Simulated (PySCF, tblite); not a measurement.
# B₂₂N₂₂H₁₈: electronic excitations, NMR shifts, part 2 of 2

tblite 0.8.0 and PySCF 2.14.0. Atoms count from 0.

### 4 NMR shifts: GIAO KT3/pcSseg-1

The job: settings as JSON, then the geometry in Å.

```
{"job": {"kind": "nmr", "xc": "KT3", "basis": "pcSseg-1", "pop": false}, "charge": 0, "multiplicity": 1}
N     -2.497033     0.710884    -0.000225
B     -3.743999     1.426783    -0.000626
N     -5.004002     0.715932    -0.000822
B     -4.984506    -0.739240    -0.000122
N     -3.736262    -1.446160    -0.000184
B     -2.490733    -0.728362    -0.000115
N      6.182720    -1.513908     0.000263
B      4.984894    -0.739372     0.000571
N      3.736690    -1.446339     0.000368
B      3.731485    -2.885046    -0.000478
N      4.971641    -3.593744    -0.001285
B      6.215928    -2.925724    -0.000809
N      1.242938     2.866062     0.000731
B      0.000291     3.569310     0.000588
N     -1.242350     2.866075     0.000044
B     -1.247246     1.420607     0.000114
N      0.000215     0.708654     0.000464
B      1.247708     1.420573     0.000757
N      2.497464     0.710748     0.000715
B      0.000256    -0.728867     0.000396
N      1.246295    -1.442973     0.000542
B      2.491213    -0.728509     0.000549
N     -6.182340    -1.513781     0.000506
B     -6.215557    -2.925583     0.001390
N     -4.971269    -3.593562     0.001127
B     -3.731101    -2.884868     0.000583
N      5.004494     0.715776     0.001139
B      3.744493     1.426614     0.000731
N     -1.245829    -1.442864     0.000294
B     -1.243223    -2.880553     0.000237
N      0.000119    -3.573215     0.000118
B      1.243546    -2.880663     0.000020
N      2.486149    -3.573559    -0.000440
B     -2.481567     3.572336    -0.000521
N     -3.727899     2.875047    -0.000623
N      3.728453     2.874878     0.000131
B      2.482177     3.572276     0.000248
N     -2.485824    -3.573473     0.000286
N      6.166935     2.875940     0.000346
B      4.957430     3.604388    -0.000458
B      6.219910     1.461090     0.001576
B     -4.956886     3.604562    -0.000340
N     -6.166408     2.876102    -0.000835
B     -6.219394     1.461248    -0.001191
H      7.056959    -1.015915     0.000572
H      4.950352    -4.601803    -0.002155
H      7.231288    -3.517049    -0.001262
H      0.000292     4.740478     0.001210
H     -7.056558    -1.015757     0.000656
H     -7.230970    -3.516870     0.002340
H     -4.950023    -4.601598     0.001846
H     -0.000011    -4.582106    -0.000147
H      2.484046    -4.582298    -0.000891
H     -2.478810     4.743615    -0.000888
H      2.479490     4.743595    -0.000104
H     -2.483636    -4.582225     0.000532
H      7.036569     3.386554     0.000139
H      4.971392     4.777002    -0.001627
H      7.281012     0.952857     0.003180
H     -4.970921     4.777155    -0.000061
H     -7.036023     3.386767    -0.000692
H     -7.280497     0.952984    -0.002270
```

Level: GIAO KT3/pcSseg-1 NMR shielding, non-relativistic, gas phase.

Standard output:

```text
start: PBE on a coarse grid of 54404 points
cycle   1  E = -1761.1510642302  dE =  7.821e+00  |g| = 1.692e+00  |ddm| = 8.453e+00
cycle   2  E = -1760.0965230687  dE =  1.055e+00  |g| = 2.762e+00  |ddm| = 3.601e+00
cycle   3  E = -1761.7730856971  dE = -1.677e+00  |g| = 2.357e-01  |ddm| = 2.358e+00
cycle   4  E = -1761.7856247454  dE = -1.254e-02  |g| = 9.939e-02  |ddm| = 2.749e-01
cycle   5  E = -1761.7876110978  dE = -1.986e-03  |g| = 3.300e-02  |ddm| = 8.709e-02
cycle   6  E = -1761.7878412945  dE = -2.302e-04  |g| = 1.155e-02  |ddm| = 3.840e-02
cycle   7  E = -1761.7878718524  dE = -3.056e-05  |g| = 3.191e-03  |ddm| = 1.151e-02
final grid: 509340 points
cycle   8  E = -1792.4727093244  dE = -8.800e-02  |g| = 1.943e-01  |ddm| = 7.922e-01
cycle   9  E = -1792.4601055358  dE =  1.260e-02  |g| = 3.110e-01  |ddm| = 3.431e-01
cycle  10  E = -1792.4807678340  dE = -2.066e-02  |g| = 1.648e-02  |ddm| = 2.081e-01
cycle  11  E = -1792.4808267093  dE = -5.888e-05  |g| = 7.045e-03  |ddm| = 2.180e-02
cycle  12  E = -1792.4808356846  dE = -8.975e-06  |g| = 2.124e-03  |ddm| = 6.640e-03
cycle  13  E = -1792.4808388896  dE = -3.205e-06  |g| = 5.715e-04  |ddm| = 2.866e-03
cycle  14  E = -1792.4808377058  dE =  1.184e-06  |g| = 2.085e-04  |ddm| = 6.608e-04
cycle  15  E = -1792.4808364209  dE =  1.285e-06  |g| = 5.900e-05  |ddm| = 2.122e-04
converged SCF energy = -1792.4808364209

GIAO shielding tensors (ppm)
atom      isotropic    diamagn.    paramagn.     s11        s22        s33       span
  0 N      136.939     366.161    -229.222     73.965     76.486    260.366    186.401
  1 B       78.717     201.950    -123.233     66.155     70.702     99.294     33.139
  2 N      126.190     340.463    -214.273     35.835     80.286    262.451    226.616
  3 B       78.458     199.222    -120.764     63.827     73.089     98.456     34.629
  4 N      139.084     347.284    -208.200     74.304     82.277    260.669    186.365
  5 B       77.900     204.574    -126.675     67.454     70.506     95.739     28.286
  6 N      146.497     322.379    -175.882     45.278    165.800    228.414    183.136
  7 B       78.459     199.214    -120.756     63.829     73.089     98.458     34.629
  8 N      139.087     347.291    -208.204     74.304     82.286    260.672    186.368
  9 B       80.286     201.081    -120.796     64.779     74.151    101.927     37.148
 10 N      145.749     323.996    -178.246     50.771    177.570    208.907    158.136
 11 B       76.798     194.076    -117.278     52.945     67.206    110.243     57.298
 12 N      103.035     355.819    -252.783     10.966     32.353    265.786    254.819
 13 B       65.373     198.567    -133.194     51.107     51.188     93.824     42.716
 14 N      103.037     355.821    -252.784     10.962     32.361    265.789    254.827
 15 B       78.055     205.328    -127.273     65.596     72.062     96.505     30.909
 16 N      136.621     372.616    -235.995     73.818     75.723    260.321    186.503
 17 B       78.053     205.329    -127.276     65.595     72.060     96.503     30.908
 18 N      136.935     366.168    -229.233     73.966     76.487    260.353    186.387
 19 B       77.858     207.278    -129.420     67.748     70.683     95.144     27.396
 20 N      141.222     359.601    -218.380     77.133     88.232    258.300    181.168
 21 B       77.900     204.569    -126.668     67.452     70.509     95.740     28.287
 22 N      146.501     322.383    -175.882     45.287    165.802    228.415    183.128
 23 B       76.799     194.080    -117.280     52.945     67.210    110.242     57.298
 24 N      145.753     323.994    -178.241     50.772    177.575    208.911    158.138
 25 B       80.286     201.079    -120.793     64.781     74.149    101.927     37.146
 26 N      126.193     340.464    -214.271     35.846     80.284    262.450    226.603
 27 B       78.716     201.949    -123.233     66.153     70.702     99.293     33.140
 28 N      141.222     359.594    -218.372     77.135     88.234    258.298    181.163
 29 B       79.850     205.498    -125.648     63.220     76.425     99.904     36.685
 30 N      164.556     332.989    -168.433    106.379    191.897    195.390     89.011
 31 B       79.851     205.500    -125.649     63.221     76.429     99.904     36.683
 32 N      163.982     329.898    -165.916    105.425    191.014    195.506     90.081
 33 B       65.566     198.156    -132.590     50.557     52.143     93.999     43.441
 34 N      103.484     340.737    -237.253     11.884     33.426    265.142    253.258
 35 N      103.481     340.734    -237.254     11.878     33.422    265.141    253.263
 36 B       65.567     198.156    -132.590     50.557     52.146     93.996     43.439
 37 N      163.975     329.904    -165.929    105.416    191.020    195.490     90.074
 38 N      119.663     316.500    -196.837    -18.977    156.044    221.923    240.900
 39 B       71.739     195.751    -124.012     51.231     59.855    104.131     52.900
 40 B       75.757     192.692    -116.935     50.591     67.003    109.676     59.085
 41 B       71.739     195.749    -124.010     51.230     59.853    104.133     52.903
 42 N      119.660     316.497    -196.837    -18.981    156.044    221.916    240.897
 43 B       75.757     192.693    -116.936     50.591     67.005    109.675     59.085
 44 H       25.807      25.905      -0.098     17.997     27.701     31.724     13.727
 45 H       27.229      26.798       0.431     21.468     28.179     32.039     10.571
 46 H       27.183      21.428       5.756     23.610     27.608     30.332      6.722
 47 H       26.332      33.623      -7.291     21.866     28.231     28.898      7.032
 48 H       25.808      25.908      -0.100     17.997     27.701     31.724     13.727
 49 H       27.183      21.429       5.755     23.610     27.607     30.332      6.722
 50 H       27.230      26.800       0.430     21.469     28.180     32.040     10.571
 51 H       28.263      35.456      -7.193     20.858     30.351     33.579     12.720
 52 H       28.241      33.877      -5.636     21.047     30.085     33.590     12.543
 53 H       26.374      32.487      -6.113     22.006     28.175     28.942      6.936
 54 H       26.374      32.485      -6.111     22.005     28.174     28.941      6.936
 55 H       28.240      33.878      -5.638     21.048     30.085     33.589     12.541
 56 H       25.557      16.926       8.631     20.957     25.580     30.133      9.175
 57 H       26.748      26.839      -0.091     22.955     28.273     29.015      6.060
 58 H       26.657      26.780      -0.123     21.580     27.949     30.442      8.862
 59 H       26.748      26.841      -0.092     22.956     28.274     29.015      6.059
 60 H       25.557      16.924       8.632     20.957     25.580     30.132      9.175
 61 H       26.657      26.781      -0.124     21.580     27.949     30.442      8.862
```

Wall time 99 s (4 threads of Arm Neoverse N1, shared host); peak memory 2.5 GiB.

Shifts follow as δ = σ(reference) − σ, with reference shieldings (ppm) from runs at the same level and on the same kind of geometry: ¹H TMS 31.76, ¹⁵N NH3 264.4, ¹¹B BF3·OEt2 100.0. The references are single molecules in the gas phase, so shifts against H2O, NH3, PH3, H3PO4 or CFCl3 are not on the usual liquid scales and can be off by tens of ppm. Atoms listed in one row are averaged.

```
   atoms                           environment  σ (ppm)  δ (ppm)
H56, H60  hydrogen on a nitrogen bonded to 2 B    25.56     6.20
H44, H48  hydrogen on a nitrogen bonded to 2 B    25.81     5.95
     H47     hydrogen on a boron bonded to 2 N    26.33     5.43
H53, H54     hydrogen on a boron bonded to 2 N    26.37     5.39
H58, H61     hydrogen on a boron bonded to 2 N    26.66     5.10
H57, H59     hydrogen on a boron bonded to 2 N    26.75     5.01
H46, H49     hydrogen on a boron bonded to 2 N    27.18     4.58
H45, H50  hydrogen on a nitrogen bonded to 2 B    27.23     4.53
H52, H55  hydrogen on a nitrogen bonded to 2 B    28.24     3.52
     H51  hydrogen on a nitrogen bonded to 2 B    28.26     3.50
N12, N14                nitrogen bonded to 3 B    103.0    161.4
N34, N35                nitrogen bonded to 3 B    103.5    160.9
N38, N42             nitrogen bonded to 2 B, H    119.7    144.7
 N2, N26                nitrogen bonded to 3 B    126.2    138.2
     N16                nitrogen bonded to 3 B    136.6    127.8
 N0, N18                nitrogen bonded to 3 B    136.9    127.5
  N4, N8                nitrogen bonded to 3 B    139.1    125.3
N20, N28                nitrogen bonded to 3 B    141.2    123.2
N10, N24             nitrogen bonded to 2 B, H    145.8    118.6
 N6, N22             nitrogen bonded to 2 B, H    146.5    117.9
N32, N37             nitrogen bonded to 2 B, H    164.0    100.4
     N30             nitrogen bonded to 2 B, H    164.6     99.8
     B13                boron bonded to 2 N, H     65.4     34.6
B33, B36                boron bonded to 2 N, H     65.6     34.4
B39, B41                boron bonded to 2 N, H     71.7     28.2
B40, B43                boron bonded to 2 N, H     75.8     24.2
B11, B23                boron bonded to 2 N, H     76.8     23.2
     B19                   boron bonded to 3 N     77.9     22.1
 B5, B21                   boron bonded to 3 N     77.9     22.1
B15, B17                   boron bonded to 3 N     78.1     21.9
  B3, B7                   boron bonded to 3 N     78.5     21.5
 B1, B27                   boron bonded to 3 N     78.7     21.3
B29, B31                   boron bonded to 3 N     79.9     20.1
 B9, B25                   boron bonded to 3 N     80.3     19.7
```

Ring of atoms N0, B1, N2, B3, N4, B5: NICS(0) -0.5, NICS(1) -1.2, NICS(1)zz 4.3 ppm (means of both faces).

Ring of atoms N0, B1, N14, B15, B33, N34: NICS(0) -0.3, NICS(1) -1.6, NICS(1)zz 2.7 ppm (means of both faces).

Ring of atoms N0, B5, B15, N16, B19, N28: NICS(0) -0.8, NICS(1) -1.3, NICS(1)zz 4.3 ppm (means of both faces).

### 5 Results

What follows sums up all 2 parts.

```
                                                                   quantity                                                                                  value
                                               lowest singlet (PBE0/6-31G*)                                                            5.96 eV (208 nm), f = 0.061
                                   brightest single state of those computed                                                            state 3, 6.18 eV, f = 0.242
                                                             lowest triplet                                                                                5.75 eV
                                      surface potential, 1st and 99th percentile                                                                     -0.69 V and 2.05 V
      ¹H shifts against TMS (KT3/pcSseg-1, means over atoms taken as alike)                         6.20, 5.95, 5.43, 5.39, 5.10, 5.01, 4.58, 4.53, 3.52, 3.50 ppm
     ¹⁵N shifts against NH3 (KT3/pcSseg-1, means over atoms taken as alike)  161.4, 160.9, 144.7, 138.2, 127.8, 127.5, 125.3, 123.2, 118.6, 117.9, 100.4, 99.8 ppm
¹¹B shifts against BF3·OEt2 (KT3/pcSseg-1, means over atoms taken as alike)             34.6, 34.4, 28.2, 24.2, 23.2, 22.1, 22.1, 21.9, 21.5, 21.3, 20.1, 19.7 ppm
```

What this shows: The first singlet state (HOMO→LUMO 0.79, HOMO−1→LUMO+1 0.11) lies at 5.96 eV and is bright; of the 6 states computed, the strongest absorption comes from states 3 to 4 together at 6.18 eV. The lowest triplet lies 0.21 eV below the lowest singlet.
